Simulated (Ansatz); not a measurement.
# H7NOSi2: the cost of one run

Program: Ansatz 0.2.0 through its Python package. Level of theory: B3LYP+D3(BJ)/def2-SVP. These are calculated values, not measurements.

## 1. The system

Bond lengths: N1–Si2 1.676 Å, Si2–O3 1.649 Å, Si2–Si4 2.287 Å, N1–H5 1.048 Å, N1–H6 1.071 Å, Si2–H7 1.503 Å, O3–H8 1.009 Å, Si4–H9 1.456 Å, Si4–H10 1.478 Å, Si4–H11 1.576 Å. Angles (14 of 16 angles, heavy atoms first): N1–Si2–O3 100.6°, N1–Si2–Si4 117.8°, O3–Si2–Si4 113.3°, N1–Si2–H7 104.1°, O3–Si2–H7 110.0°, Si4–Si2–H7 110.4°, Si2–N1–H5 109.1°, Si2–N1–H6 109.0°, Si2–O3–H8 110.3°, Si2–Si4–H9 111.4°, Si2–Si4–H10 113.1°, Si2–Si4–H11 108.6°, H5–N1–H6 100.2°, H9–Si4–H10 112.4°.

No structure file is read: the coordinates are typed or built in the script.

## 2. The code

The input, torsion.py:

```python
"""Rigid torsion scan of H7NOSi2."""

from dataclasses import dataclass

import ansatz as az
from ase import Atoms


@dataclass(frozen=True)
class Settings:
    basis_set: str = "def2-SVP"
    functional: str = "b3lyp"
    dispersion: str = "d3bj"
    force_tol: float = 0.02


settings = Settings()


def main() -> None:
    atoms = Atoms(["N", "Si", "O", "Si", "H", "H", "H", "H", "H", "H", "H"], positions=[
        [0.5967, 0.8332, 1.4444],
        [0.5619, -0.3391, 0.2473],
        [0.1102, -1.6587, 1.1274],
        [-0.7732, 0.0346, -1.5717],
        [0.8834, 1.748, 1.0207],
        [-0.4085, 1.0657, 1.7335],
        [1.9983, -0.4717, -0.176],
        [0.592, -1.6695, 2.0136],
        [-0.4387, 1.2912, -2.2277],
        [-0.7985, -1.1032, -2.5145],
        [-2.2583, 0.2125, -1.0765],
    ])

    # relax first, so that the scan starts from a minimum
    first = (
        az.Crystal.molecule_from_ase(atoms).calculation()
        .basis(gaussian=settings.basis_set)  # atom-centred Gaussian functions
        .functional(settings.functional, dispersion=settings.dispersion)
        .relax(force_tolerance=settings.force_tol, max_steps=80)  # relax until the tolerances are met
    )
    atoms.positions = first.run().report["positions_ang"]

    start = atoms.get_dihedral(0, 1, 3, 8)
    energies = {}
    for turn in range(0, 121, 15):
        turned = atoms.copy()
        turned.set_dihedral(0, 1, 3, 8, start + turn, indices=[3, 8, 9, 10])
        calc = (
            az.Crystal.molecule_from_ase(turned).calculation()
            .basis(gaussian=settings.basis_set)  # the orbital basis, by name
            .functional(settings.functional, dispersion=settings.dispersion)
        )
        energies[round((start + turn) % 360)] = calc.run().report["free_energy_ev"]
    floor = min(energies.values())
    print("dihedral N0-Si1-Si3-H8 (deg)   E - E(min) (kJ/mol)")
    for angle, e in sorted(energies.items()):
        print(f"{angle:8d} {96.485332 * (e - floor):14.3f}  " + "#" * int(30 * (e - floor) / max(max(energies.values()) - floor, 1e-9)))


if __name__ == "__main__":
    main()
```

## 3. The calls as engine input

The engine receives this input (first run):

```yaml
crystal:
  periodic: [false, false, false]
  atoms:
    - { symbol: "N", position_ang: [0.5967, 0.8332, 1.4444] }
    - { symbol: Si, position_ang: [0.5619, -0.3391, 0.2473] }
    - { symbol: O, position_ang: [0.1102, -1.6587, 1.1274] }
    - { symbol: Si, position_ang: [-0.7732, 0.0346, -1.5717] }
    - { symbol: H, position_ang: [0.8834, 1.748, 1.0207] }
    - { symbol: H, position_ang: [-0.4085, 1.0657, 1.7335] }
    - { symbol: H, position_ang: [1.9983, -0.4717, -0.176] }
    - { symbol: H, position_ang: [0.592, -1.6695, 2.0136] }
    - { symbol: H, position_ang: [-0.4387, 1.2912, -2.2277] }
    - { symbol: H, position_ang: [-0.7985, -1.1032, -2.5145] }
    - { symbol: H, position_ang: [-2.2583, 0.2125, -1.0765] }
basis:
  gaussian:
    orbitals: def2-SVP
hamiltonian:
  xc: b3lyp
  dispersion: d3bj
relax:
  f_tol: 0.02
  max_steps: 80
```

## 4. The run

Command:

```sh
$ python torsion.py
```

**Question.** How long does this script take on 1 thread of Arm Neoverse V1, shared host, and how much memory does it need?

About 1.8 min, with a peak of 0.28 GiB.
